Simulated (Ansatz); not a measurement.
# In(py)Cl3 (C5H5Cl3InN): structure and electronic state

Aim: characterise In(py)Cl3 (C5H5Cl3InN) as a singlet: its structure, frontier levels and distribution of charge.

Computed with Ansatz 0.2.0, Gaussian basis. Level: RKS PBE0-D4/def2-TZVP.

Plan: relaxation at PBE-D4/def2-SVP; a single point at PBE0-D4/def2-TZVP.

3 further runs of the same task are left out: 3 set aside as unsound or not needed.

### Step 1. The starting structure

15 atoms, charge 0, spin multiplicity 1.

Atoms are counted from 1 here; the program's logs count them from 0.

Bond lengths: In1–N2 2.327 Å, In1–Cl13 2.310 Å, In1–Cl14 2.308 Å, In1–Cl15 2.310 Å, N2–C3 1.325 Å, N2–C7 1.325 Å, C3–C4 1.384 Å, C3–H8 1.084 Å, C4–C5 1.387 Å, C4–H9 1.078 Å, C5–C6 1.387 Å, C5–H10 1.080 Å, C6–C7 1.384 Å, C6–H11 1.078 Å, C7–H12 1.084 Å. Angles: N2–In1–Cl13 100.2°, N2–In1–Cl14 97.1°, N2–In1–Cl15 99.4°, Cl13–In1–Cl14 117.7°, Cl13–In1–Cl15 117.6°, Cl14–In1–Cl15 117.7°, In1–N2–C3 120.6°, In1–N2–C7 119.4°, C3–N2–C7 119.8°, N2–C3–C4 122.0°, N2–C3–H8 115.8°, C4–C3–H8 122.2°, C3–C4–C5 118.6°, C3–C4–H9 120.2°, C5–C4–H9 121.1°, C4–C5–C6 118.8°, C4–C5–H10 120.6°, C6–C5–H10 120.6° and more.

In takes a core potential in the def2 sets. No spin-orbit coupling is included.

The start is a GFN2-xTB geometry.

### Step 2. Optimising with PBE-D4/def2-SVP

in.yaml reads:

```yaml
crystal:
  periodic: [false, false, false]
  atoms:
    - {symbol: In, position_ang: [0.006190, -0.004010, -2.783410]}
    - {symbol: N, position_ang: [0.038880, -0.050270, -0.457360]}
    - {symbol: C, position_ang: [1.038730, 0.502160, 0.214840]}
    - {symbol: C, position_ang: [1.048130, 0.564160, 1.597840]}
    - {symbol: C, position_ang: [-0.026190, 0.031240, 2.294590]}
    - {symbol: C, position_ang: [-1.068680, -0.540640, 1.580910]}
    - {symbol: C, position_ang: [-0.994510, -0.558590, 0.198680]}
    - {symbol: H, position_ang: [1.848260, 0.899130, -0.386510]}
    - {symbol: H, position_ang: [1.877410, 1.019510, 2.115550]}
    - {symbol: H, position_ang: [-0.050710, 0.062280, 3.373580]}
    - {symbol: H, position_ang: [-1.922970, -0.964440, 2.084350]}
    - {symbol: H, position_ang: [-1.775500, -0.991950, -0.415300]}
    - {symbol: Cl, position_ang: [2.273850, 0.022420, -3.222830]}
    - {symbol: Cl, position_ang: [-1.153690, 1.978580, -3.011630]}
    - {symbol: Cl, position_ang: [-1.139190, -1.969580, -3.183290]}
basis:
  gaussian: {orbitals: def2-SVP}
hamiltonian: {xc: pbe, dispersion: d4}
scf: {lower_state_search: "off"}
output: {orbitals: {seedname: orbitals}}
relax: {f_tol: 0.03, max_steps: 70}
```

The run is started by

```console
ansatz run in.yaml --threads 4 --pin off --events-out ev --progress --plain --max-ram 6963MiB
```

Further steps of the session: Single point, PBE0-D4/def2-TZVP.

Before running them: what should the planned runs give, taken together? Wanted: point group; commonest bond, hydrogen aside; HOMO, LUMO at PBE0-D4/def2-TZVP; dipole at PBE-D4/def2-SVP.

As calculated:

| quantity | value |
| --- | --- |
| point group | Cs |
| commonest bond, hydrogen aside | C–C, 4 of mean length 1.401 Å |
| HOMO, LUMO at PBE0-D4/def2-TZVP | -8.46, -2.51 eV |
| dipole at PBE-D4/def2-SVP | 8.26 D |

**Reading.** The molecule keeps its bonding pattern by the stored test; the atoms moved 0.11 Å (rms). No usable vibrations, so a minimum isn't proven. The HOMO lies nearest to Cl14 72 %; Cl13, Cl15 about 13 % each and the LUMO to C5 25 %; N2 22 %. The point group is read from a loosely relaxed geometry; soft torsions can leave it below the true symmetry.
